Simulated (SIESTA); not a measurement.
The system is HPbNO4.

```
CELL_PARAMETERS angstrom
4.12040 -0.00081 -0.01120
0.00404 6.42722 0.05360
0.02791 3.20707 7.74994
ATOMIC_POSITIONS crystal
H 0.90366 0.21821 0.48851
H 0.40337 0.78177 0.51142
Pb 0.39455 0.30863 0.70725
Pb 0.89489 0.69135 0.29266
N 0.63409 0.19990 0.20730
N 0.13386 0.80012 0.79275
O 0.90829 0.32866 0.54369
O 0.53792 0.39076 0.19497
O 0.53483 0.11279 0.10602
O 0.83718 0.08887 0.32672
O 0.40817 0.67132 0.45624
O 0.03774 0.60924 0.80520
O 0.03429 0.88737 0.89397
O 0.33716 0.91101 0.67330
```

The cell was built by a generator and needn't be a form met in nature.

Base run:

| Item | Value |
| --- | --- |
| Program | SIESTA 5.4.2 |
| Functional | PBE |
| Potentials or basis | PseudoDojo 0.4 standard (PBE files) |
| Basis | DZP (energy shift 0.003 Ry; two zetas on semicore shells) |
| Grid cutoff | 800 Ry |
| Energy shift | 0.003 Ry |
| k mesh | 7 × 5 × 4 |
| Occupations | fermi-dirac, width 0.05 eV |
| Spin | no spin polarisation |

Its results: band gap on the k mesh 3.25 eV, indirect (least direct gap 3.31 eV); pressure 2.8 GPa; largest force 1.387 eV/Å.

The run is repeated on the same cell with these changes: potentials or basis from PseudoDojo 0.4 standard (PBE files) to PseudoDojo 0.4 standard (PBE files, fully relativistic); spin from no spin polarisation to non-collinear spin, zero start, spin-orbit coupling. What comes out?

Band gap on the k mesh 3.16 eV, indirect (least direct gap 3.20 eV); pressure 2.7 GPa; net moment 0.00 μB per cell; largest force 1.368 eV/Å.

Spin-orbit coupling splits the band edges, which narrows the gap.

Caveats: the basis of atomic orbitals isn't converged, which shifts pressures, moduli and gaps; forces of over 1 eV/Å show positions far from the minimum, so gaps and moduli don't describe the material at rest; spin-orbit coupling is left out, which as a rule narrows the gap of such compounds by several tenths of an eV (some runs).
